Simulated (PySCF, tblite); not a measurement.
# C9H14N+: excited states

Aim: compute the excited states of C9H14N+ (`C=CC=C=C=C[N+](C)(C)C`).

Computed with tblite 0.8.0 and PySCF 2.14.0 and routines of our own; the level stands in each step. Atoms count from 0.

## 1. The starting structure

24 atoms, charge 1, multiplicity 1; geometry from: force field or distance geometry start.

## 2. Relaxing the molecule with GFN2-xTB

What the job is given:

```
{"job": {"kind": "relax", "xc": "GFN2-xTB", "basis": "xTB"}, "charge": 1, "multiplicity": 1}
C      5.051000    -0.175300    -0.132500
C      3.851600     0.290400     0.168200
C      2.763000    -0.674600     0.221400
C      1.528700    -0.326900     0.504600
C      0.316500    -0.019600     0.796000
C     -0.921600     0.300600     1.055400
N     -1.863900     0.100200    -0.012800
C     -2.260900     1.426900    -0.461000
C     -3.048700    -0.535700     0.531500
C     -1.283000    -0.664300    -1.084700
H      5.938700     0.423800    -0.198700
H      5.142200    -1.230700    -0.338800
H      3.635200     1.326500     0.415600
H      2.915600    -1.735900    -0.005500
H     -1.221400     0.703400     2.020600
H     -1.709400     1.694000    -1.374000
H     -3.361500     1.449700    -0.631500
H     -2.048400     2.131600     0.356700
H     -2.958800    -1.619000     0.509200
H     -3.160500    -0.134000     1.583200
H     -3.950000    -0.143500    -0.013900
H     -0.675600    -1.512500    -0.686700
H     -2.111000    -1.024300    -1.689900
H     -0.579300    -0.030900    -1.660200
```

Command:

```console
OMP_NUM_THREADS=1 python excited_run.py task.json out
```

One launch serves the whole session: the jobs run in the order shown.

The log of the run:

```text
step      E/eV     max force
  0    -782.03684    3.795
  1    -782.12173    6.950
  2    -782.38516    1.219
  3    -782.46994    0.805
  4    -782.64653    1.042
  5    -782.78272    0.974
  6    -782.84647    0.609
  7    -782.90680    0.594
  8    -782.96442    0.571
  9    -783.01165    0.616
 10    -783.05260    0.504
 11    -783.09692    0.540
 12    -783.14269    0.576
 13    -783.18186    0.434
 14    -783.20695    0.288
 15    -783.22698    0.364
 16    -783.25208    0.394
 17    -783.27815    0.403
 18    -783.30113    0.282
 19    -783.32404    0.341
 20    -783.35176    0.452
 21    -783.38678    0.472
 22    -783.42603    0.543
 23    -783.46422    0.471
 24    -783.49445    0.356
 25    -783.52514    0.334
 26    -783.55706    0.378
 27    -783.58418    0.360
 28    -783.61021    0.394
 29    -783.64281    0.387
 30    -783.65907    0.320
 31    -783.67520    0.313
 32    -783.68720    0.306
 33    -783.69978    0.265
 34    -783.70936    0.220
 35    -783.71544    0.201
 36    -783.72023    0.195
 37    -783.72478    0.162
 38    -783.73133    0.134
 39    -783.73496    0.148
 40    -783.73953    0.117
 41    -783.74215    0.093
 42    -783.74411    0.085
 43    -783.74553    0.082
 44    -783.74687    0.075
 45    -783.74823    0.075
 46    -783.74967    0.088
 47    -783.75123    0.093
 48    -783.75294    0.098
 49    -783.75475    0.114
 50    -783.75663    0.113
 51    -783.75858    0.129
 52    -783.76069    0.120
 53    -783.76276    0.096
 54    -783.76448    0.090
 55    -783.76583    0.084
 56    -783.76718    0.075
 57    -783.76881    0.074
 58    -783.77054    0.085
 59    -783.77206    0.083
 60    -783.77336    0.092
 61    -783.77473    0.086
 62    -783.77619    0.094
 63    -783.77751    0.071
 64    -783.77817    0.052
 65    -783.77845    0.053
 66    -783.77873    0.049
 67    -783.77911    0.037
 68    -783.77946    0.036
 69    -783.77973    0.036
 70    -783.77999    0.032
 71    -783.78021    0.026
 72    -783.78040    0.026
 73    -783.78060    0.028
 74    -783.78081    0.032
 75    -783.78100    0.028
 76    -783.78114    0.022
 77    -783.78125    0.025
 78    -783.78140    0.024
 79    -783.78158    0.029
 80    -783.78176    0.034
 81    -783.78195    0.032
 82    -783.78219    0.036
 83    -783.78254    0.035
 84    -783.78299    0.039
 85    -783.78338    0.034
 86    -783.78361    0.026
 87    -783.78376    0.022
 88    -783.78389    0.019
 89    -783.78399    0.015
 90    -783.78405    0.015
 91    -783.78409    0.013
 92    -783.78413    0.014
 93    -783.78419    0.015
 94    -783.78427    0.018
 95    -783.78435    0.017
 96    -783.78443    0.016
 97    -783.78449    0.015
 98    -783.78454    0.015
 99    -783.78458    0.013
100    -783.78461    0.010
101    -783.78464    0.011
102    -783.78467    0.012
103    -783.78471    0.011
104    -783.78474    0.011
105    -783.78478    0.019
106    -783.78482    0.032
107    -783.78487    0.019
108    -783.78493    0.022
109    -783.78498    0.016
110    -783.78501    0.014
111    -783.78505    0.018
112    -783.78509    0.014
113    -783.78511    0.010
114    -783.78513    0.010
115    -783.78515    0.011
116    -783.78518    0.014
117    -783.78521    0.013
118    -783.78524    0.013
119    -783.78527    0.015
120    -783.78530    0.011
121    -783.78531    0.007
```

Run time: 1.1 s. Hardware: 1 thread of Arm Neoverse V1, shared host.

The steps of the relaxation: (not every step is listed)

```tsv
step	energy from step 0 (eV)	largest force (eV/Å)
0	0.0000	3.7949
1	-0.0849	6.9499
2	-0.3483	1.2193
3	-0.4331	0.8051
4	-0.6097	1.0417
5	-0.7459	0.9738
6	-0.8096	0.6087
7	-0.8700	0.5937
8	-0.9276	0.5710
18	-1.2643	0.2817
28	-1.5734	0.3938
38	-1.6945	0.1344
48	-1.7161	0.0975
58	-1.7337	0.0845
68	-1.7426	0.0356
78	-1.7446	0.0244
88	-1.7471	0.0186
98	-1.7477	0.0150
108	-1.7481	0.0222
116	-1.7483	0.0142
117	-1.7484	0.0135
118	-1.7484	0.0135
119	-1.7484	0.0146
120	-1.7485	0.0106
121	-1.7485	0.0071
```

Close pairs (by a distance rule), those that changed most:

```tsv
bond	before (Å)	after (Å)	change (Å)
C8–H19	1.131	1.089	-0.042
C8–H20	1.124	1.089	-0.035
C5–N6	1.438	1.472	+0.033
N6–C9	1.439	1.472	+0.033
C3–C4	1.284	1.254	-0.030
C9–H21	1.117	1.089	-0.028
C7–H16	1.114	1.089	-0.025
N6–C8	1.451	1.475	+0.025
```

The next job starts from the end point, and lists it.

## 3. Infrared spectrum with GFN2-xTB

What the job is given:

```
{"job": {"kind": "ir", "xc": "GFN2-xTB", "basis": "xTB"}, "charge": 1, "multiplicity": 1}
C      5.278007    -0.350505     0.184932
C      4.032791    -0.019995     0.533850
C      2.891462    -0.413804    -0.242780
C      1.643897    -0.112788     0.073330
C      0.470211     0.192077     0.392916
C     -0.750055     0.521951     0.749157
N     -1.951183     0.161183    -0.021202
C     -2.545331     1.397583    -0.567799
C     -2.914490    -0.495071     0.883455
C     -1.612213    -0.752874    -1.124423
H      6.126772    -0.050825     0.773799
H      5.484773    -0.931616    -0.699272
H      3.839834     0.561974     1.424293
H      3.075262    -0.993851    -1.139411
H     -0.959253     1.106510     1.630337
H     -1.830384     1.890241    -1.225285
H     -3.447426     1.165040    -1.131806
H     -2.801688     2.080885     0.240478
H     -2.466550    -1.389983     1.313240
H     -3.190522     0.179309     1.692599
H     -3.814462    -0.774591     0.337485
H     -1.163286    -1.662138    -0.727627
H     -2.509635    -1.011578    -1.683395
H     -0.898265    -0.277370    -1.794759
```

The log of the run:

```text
mode    cm-1     km/mol
  1      30.9      0.54
  2      62.7      1.77
  3      73.3      1.57
  4     126.6      0.40
  5     140.1      0.01
  6     194.8      0.01
  7     239.7      0.38
  8     265.5      0.18
  9     279.6      0.07
 10     294.6      0.55
 11     341.0      2.47
 12     365.1      0.37
 13     381.0      1.05
 14     424.8      1.77
 15     449.4      0.38
 16     462.2      1.25
 17     482.0      0.19
 18     584.6      0.30
 19     607.4      0.48
 20     705.5     23.69
 21     780.9      3.61
 22     825.5     10.41
 23     878.2     13.17
 24     909.1      7.40
 25     934.0     67.58
 26     990.6      7.31
 27    1000.9      5.94
 28    1006.2     34.32
 29    1022.4      0.01
 30    1030.1      2.12
 31    1081.3      0.81
 32    1082.6      0.65
 33    1178.8     13.72
 34    1193.5      4.43
 35    1221.2      0.32
 36    1229.3      0.46
 37    1249.3      3.58
 38    1279.7      1.97
 39    1308.8      9.73
 40    1393.0     17.42
 41    1408.2     17.29
 42    1409.4     20.06
 43    1429.7     20.36
 44    1438.5      0.55
 45    1453.6      2.57
 46    1454.4      3.66
 47    1461.3     24.23
 48    1464.6     28.49
 49    1479.1     54.86
 50    1618.5     52.39
 51    1684.7     13.82
 52    2154.7     90.48
 53    3033.9      2.90
 54    3034.1      0.18
 55    3036.0      4.97
 56    3038.5      0.00
 57    3042.3      2.02
 58    3043.1      0.77
 59    3043.7      1.94
 60    3045.0      4.52
 61    3048.1      4.30
 62    3049.8      4.12
 63    3080.6     11.22
 64    3090.3     17.27
 65    3105.1      8.11
 66    3148.1      7.57
```

It took 1.2 s on 1 thread of Arm Neoverse V1, shared host.

Which atoms move in the most intense modes:

```tsv
cm⁻¹	km/mol	atoms
706	23.7	H14 62 %, C5 18 %
934	67.6	H10 18 %, N6 12 %, C5 11 %, H11 11 %
1006	34.3	H12 54 %, H11 33 %
1461	24.2	H22 28 %, H16 18 %, H21 13 %, H23 11 %
1465	28.5	H20 32 %, H19 17 %, H16 17 %, H18 12 %
1479	54.9	H23 16 %, H21 15 %, H15 13 %, H17 13 %
1618	52.4	C1 47 %, C0 42 %
2155	90.5	C4 48 %, C3 44 %
```

## 4. Excited states: TDA BHandHLYP/def2-SVP

The job, as its differences from that of step 3:

```diff
@@ -1,2 +1,2 @@
-{"job": {"kind": "ir", "xc": "GFN2-xTB", "basis": "xTB"}, "charge": 1, "multiplicity": 1}
+{"job": {"kind": "states", "xc": "BHandHLYP", "basis": "def2-SVP", "tda": true, "soc": true, "nstates": 6, "ntriplets": 5, "nquad": 4}, "charge": 1, "multiplicity": 1}
 C      5.278007    -0.350505     0.184932
```

Level: TDA BHandHLYP/def2-SVP excited states, vertical, gas phase, spin-orbit mean-field couplings.

The log of the run:

```text
coarse grid: 19520 points
cycle   1  E = -405.0570675558  dE =  2.030e+00  |g| = 5.968e-01  |ddm| = 5.130e+00
cycle   2  E = -405.0180105652  dE =  3.906e-02  |g| = 7.813e-01  |ddm| = 1.428e+00
cycle   3  E = -405.1642750786  dE = -1.463e-01  |g| = 9.130e-02  |ddm| = 7.760e-01
cycle   4  E = -405.1648746107  dE = -5.995e-04  |g| = 9.059e-02  |ddm| = 1.768e-01
cycle   5  E = -405.1671101529  dE = -2.236e-03  |g| = 8.010e-03  |ddm| = 8.999e-02
cycle   6  E = -405.1671319775  dE = -2.182e-05  |g| = 4.237e-03  |ddm| = 1.434e-02
cycle   7  E = -405.1671383334  dE = -6.356e-06  |g| = 1.438e-03  |ddm| = 5.980e-03
final grid: 187072 points
cycle   8  E = -405.2215714563  dE = -3.290e-05  |g| = 3.820e-03  |ddm| = 3.256e-02
cycle   9  E = -405.2215722497  dE = -7.935e-07  |g| = 3.494e-03  |ddm| = 7.801e-03
cycle  10  E = -405.2215753109  dE = -3.061e-06  |g| = 7.230e-04  |ddm| = 3.922e-03
cycle  11  E = -405.2215754465  dE = -1.356e-07  |g| = 2.164e-04  |ddm| = 8.838e-04
cycle  12  E = -405.2215754574  dE = -1.089e-08  |g| = 9.020e-05  |ddm| = 2.795e-04
cycle  13  E = -405.2215754595  dE = -2.176e-09  |g| = 1.678e-05  |ddm| = 1.034e-04
cycle  14  E = -405.2215754596  dE = -9.970e-11  |g| = 6.542e-06  |ddm| = 2.636e-05
converged SCF energy = -405.2215754596

Singlet excitations
state   eV       nm        f     d(h-e)  d(exc)  Lambda  PR(NTO)  |dmu|/D   mu/D   main configurations
  1   4.6358   267.4   0.00013   0.484   2.945   0.470   1.125    1.331    6.571   H-1->L 0.92
  2   4.9750   249.2   1.52209   0.878   3.610   0.803   1.149    2.298    2.991   H->L 0.92
  3   5.0605   245.0   0.00099   0.877   3.246   0.434   1.131    2.952    2.367   H->L+1 0.83
  4   6.7217   184.5   0.01999   0.205   3.850   0.805   1.381    0.447    4.990   H-2->L 0.84, H->L+3 0.09
  5   7.3798   168.0   0.00028   1.725   3.431   0.391   1.098                     H-3->L 0.89
  6   7.4492   166.4   0.00676   3.759   5.342   0.287   1.097                     H->L+2 0.82

Triplet excitations (Tamm-Dancoff)
state   eV     d(h-e)  d(exc)  Lambda  PR(NTO)   main configurations
  1   2.1406   0.100   3.278   0.813   1.096   H->L 0.94
  2   4.1635   0.105   2.623   0.800   1.669   H-2->L 0.66, H->L+3 0.27
  3   4.3358   0.499   2.906   0.472   1.017   H-1->L 0.96
  4   4.7318   0.914   3.193   0.430   1.026   H->L+1 0.85
  5   4.9719   0.057   2.213   0.701   1.019   H-1->L+1 0.81, H-1->L+2 0.11
S1 - T1 = 2.4951 eV

Spin-orbit couplings |<S|Hso|T>| (cm-1)
             T1       T2       T3       T4       T5
S0        0.051    0.291   11.818   10.523    0.551
S1        1.364    1.950    0.011    0.018    0.386
S2        0.060    0.030    2.027    0.583    0.050
S3        2.041    1.937    0.032    0.062    2.190
S4        0.014    0.071    2.983    0.910    0.108
S5        1.783    1.025    1.313    0.201    0.419
S6        1.109    0.972    0.222    0.261    1.257
T1 sublevels (cm-1): 0.000 0.000 0.000   radiative rates (1/s): 4.84e-05 2.11e-05 2.4e-05
```

Run time: 63 s. Hardware: 1 thread of Arm Neoverse V1, shared host; peak memory 0.96 GiB.

Key values:

```tsv
quantity	value
S1 less T1	2.50 eV
```

The fields below are evaluated on a grid from the run's orbitals.

Frontier orbitals at BHandHLYP/def2-SVP, with the share of their density that lies nearest to each atom:

```tsv
orbital	energy (eV)	lies on
HOMO	-10.86	C0, C3, C5 about 20 % each; C1 13 %; C2 10 %
LUMO	-4.73	C2 22 %; C0, C4, C5 about 15 % each; C3 12 %
```

ELF in a plane through or near 14 of the atoms.

Ten even steps from '0' (0.00) to '9' (1.00):
```
0000000000000000000000000000
0000000000000000000000000000
0000000000000000000000000000
0000000000000027200000000000
0000000671000079800000000000
0000102996011089900000000000
0007812996045179700100000000
0029972992168532300000000000
0049987343467262851000000000
0018927386757375532000000000
0001535584929731541000000000
0000896064758702970000000000
0001998099413027363000000000
0000996099500058299200000000
0000680099400046599700000000
0000000036000001299500000000
0000000000000000056000000000
0000000000000000000000000000
0000000000000000000000000000
0000000000000000000000000000
```
The map spans 17.5 Å across and 9.2 Å up, centred on the molecule. Atoms in the plane (x, y in Å): C0 (-5.3, 0.0), C1 (-4.0, 0.5), C2 (-2.9, -0.4), C3 (-1.6, 0.0), C4 (-0.5, 0.4), C5 (0.8, 0.9), N6 (2.0, 0.0), C9 (1.6, -1.4), H10 (-6.1, 0.7), H11 (-5.5, -1.0), H12 (-3.8, 1.6), H13 (-3.1, -1.5), H14 (1.0, 2.0), H22 (2.5, -2.0).

On the surface of density 0.002 e/bohr³ the electrostatic potential runs, from the 1st to the 99th percentile, from 2.40 V near C0 to 5.19 V near H20.

## 5. Outcome

| quantity | value |
| --- | --- |
| strongest single infrared mode (GFN2-xTB) | 2155 cm⁻¹, 90 km/mol |
| zero-point energy (GFN2-xTB) | 127.8 kcal/mol |
| S1 less T1 (step 4, TDA BHandHLYP/def2-SVP) | 2.50 eV |

**Reading.** No mode is imaginary among the 66: a minimum at this level. The strongest single mode, at 2155 cm⁻¹, moves mainly C4 and C3. Unscaled tight-binding wavenumbers are off by several per cent, some by more. Its intensities can rank the bands wrongly. In step 4, the number of triplets below S1 is 3, and the largest singlet-triplet spin-orbit coupling is S0–T3, 11.82 cm⁻¹. By nearest atom (BHandHLYP/def2-SVP), the HOMO sits on C0, C3, C5 about 20 % each; C1 13 % and the LUMO on C2 22 %; C0, C4, C5 about 15 % each.
